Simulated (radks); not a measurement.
# Ionisation of Lu⁺: one atom, several choices of relativity

How much does the choice of relativity matter for taking an electron from Lu⁺? Both Lu⁺ ([Xe] 4f14 6s2) and Lu²⁺ ([Xe] 4f14 6s1) are run for each choice.

Method: Kohn-Sham, BLYP, spin-unpolarised, spherical densities. Code: radks (a radial shooting solver on a logarithmic mesh, Libxc functionals) version 1.

2 further runs of the same task are left out: 2 set aside as unsound or not needed.

### 1 What is computed

- element: lutetium (Z = 71)
- charge: +1
- electrons: 70
- configuration: [Xe] 4f14 6s2
- ion: Lu²⁺, [Xe] 4f14 6s1
- choices: non-relativistic; scalar-relativistic; Dirac, 2j+1 shares; scalar-relativistic, finite nucleus; Dirac, 2j+1 shares, finite nucleus; Dirac, c × 0.75; Dirac, c × 100; Dirac, c × 3

Outer shells as boxes (Hund's rule):

Lu⁺
```
[Xe] core
4f [↑↓][↑↓][↑↓][↑↓][↑↓][↑↓][↑↓]
6s [↑↓]
```

Lu²⁺
```
[Xe] core
4f [↑↓][↑↓][↑↓][↑↓][↑↓][↑↓][↑↓]
6s [↑ ]
```

### 2 non-relativistic: Lu⁺

Settings of this run:

```text
Z 71
configuration [Xe] 4f14 6s2
relativity non-relativistic
functional b88,lyp
spin unpolarised
nucleus point
```

### 3 non-relativistic: Lu²⁺

Settings of this run:

```text
Z 71
configuration [Xe] 4f14 6s1
relativity non-relativistic
functional b88,lyp
spin unpolarised
nucleus point
```

### 4 scalar-relativistic: Lu⁺

Settings of this run:

```text
Z 71
configuration [Xe] 4f14 6s2
relativity scalar-relativistic
functional b88,lyp
spin unpolarised
nucleus point
c 137.035999084
```

### 5 scalar-relativistic: Lu²⁺

Settings of this run:

```text
Z 71
configuration [Xe] 4f14 6s1
relativity scalar-relativistic
functional b88,lyp
spin unpolarised
nucleus point
c 137.035999084
```

### 6 Dirac, 2j+1 shares: Lu⁺

Settings of this run:

```text
Z 71
configuration [Xe] 4f14 6s2
relativity Dirac
functional b88,lyp
spin unpolarised
j_filling average
nucleus point
c 137.035999084
```

### 7 Dirac, 2j+1 shares: Lu²⁺

Input: that of step 6 with these lines changed.

```diff
@@ -1,3 +1,3 @@
 Z 71
-configuration [Xe] 4f14 6s2
+configuration [Xe] 4f14 6s1
 relativity Dirac
```

### 8 scalar-relativistic, finite nucleus: Lu⁺

Settings of this run:

```text
Z 71
configuration [Xe] 4f14 6s2
relativity scalar-relativistic
functional b88,lyp
spin unpolarised
nucleus finite rms 5.37 fm
c 137.035999084
```

### 9 scalar-relativistic, finite nucleus: Lu²⁺

Input: that of step 8 with these lines changed.

```diff
@@ -1,3 +1,3 @@
 Z 71
-configuration [Xe] 4f14 6s2
+configuration [Xe] 4f14 6s1
 relativity scalar-relativistic
```

### 10 Dirac, 2j+1 shares, finite nucleus: Lu⁺

Settings of this run:

```text
Z 71
configuration [Xe] 4f14 6s2
relativity Dirac
functional b88,lyp
spin unpolarised
j_filling average
nucleus finite rms 5.37 fm
c 137.035999084
```

### 11 Dirac, 2j+1 shares, finite nucleus: Lu²⁺

Input: that of step 10 with these lines changed.

```diff
@@ -1,3 +1,3 @@
 Z 71
-configuration [Xe] 4f14 6s2
+configuration [Xe] 4f14 6s1
 relativity Dirac
```

### 12 Dirac, c × 0.75: Lu⁺

Settings of this run:

```text
Z 71
configuration [Xe] 4f14 6s2
relativity Dirac
functional b88,lyp
spin unpolarised
j_filling average
nucleus point
c 102.777
```

### 13 Dirac, c × 0.75: Lu²⁺

Input: that of step 12 with these lines changed.

```diff
@@ -1,3 +1,3 @@
 Z 71
-configuration [Xe] 4f14 6s2
+configuration [Xe] 4f14 6s1
 relativity Dirac
```

### 14 Dirac, c × 100: Lu⁺

Settings of this run:

```text
Z 71
configuration [Xe] 4f14 6s2
relativity Dirac
functional b88,lyp
spin unpolarised
j_filling average
nucleus point
c 13703.59991
```

### 15 Dirac, c × 100: Lu²⁺

Input: that of step 14 with these lines changed.

```diff
@@ -1,3 +1,3 @@
 Z 71
-configuration [Xe] 4f14 6s2
+configuration [Xe] 4f14 6s1
 relativity Dirac
```

### 16 Dirac, c × 3: Lu⁺

Settings of this run:

```text
Z 71
configuration [Xe] 4f14 6s2
relativity Dirac
functional b88,lyp
spin unpolarised
j_filling average
nucleus point
c 411.108
```

### 17 Dirac, c × 3: Lu²⁺

Input: that of step 16 with these lines changed.

```diff
@@ -1,3 +1,3 @@
 Z 71
-configuration [Xe] 4f14 6s2
+configuration [Xe] 4f14 6s1
 relativity Dirac
```

Before running it: what results should come out? Wanted: for each run, relativity; E(Lu⁺); Δ-SCF; −ε(HOMO); <r> HOMO; error.

The runs gave:

```
                         relativity  E(Lu⁺) (hartree)  Δ-SCF (eV)  −ε(HOMO) (eV)  <r> HOMO (bohr)  error (eV)
                   non-relativistic       -13856.1421      13.316         10.230            3.482       -0.81
                scalar-relativistic       -14564.0586      14.292         10.985            3.257       +0.16
                 Dirac, 2j+1 shares       -14581.8113      14.288         10.979            3.259       +0.16
scalar-relativistic, finite nucleus       -14562.1835      14.290         10.983            3.257       +0.16
 Dirac, 2j+1 shares, finite nucleus       -14579.9210      14.286         10.977            3.259       +0.16
                    Dirac, c × 0.75       -15337.8979      15.455         11.896            3.036       +1.33
                     Dirac, c × 100       -13856.2052      13.316         10.230            3.482       -0.81
                       Dirac, c × 3       -13927.2402      13.406         10.299            3.460       -0.72
```

The NIST Atomic Spectra Database lists 14.13 +/- 0.05 eV (semi-empirical). Nearest is Dirac, 2j+1 shares, finite nucleus (+0.16 eV off), farthest non-relativistic (-0.81 eV). Runs with a scaled speed of light are not ranked. The ionisation energies span 2.14 eV, the total energies of Lu⁺ 40321 eV (scaled speeds of light included): most of the change in the total cancels in the difference. From the non-relativistic level to Dirac, 2j+1 shares, finite nucleus the 1s level goes from -58481 to -63159 eV and the ionisation energy moves by +0.97 eV. Levels marked c × scale the speed of light and are no model of nature. Spin polarisation and multiplet splitting of open shells are left out at every level.
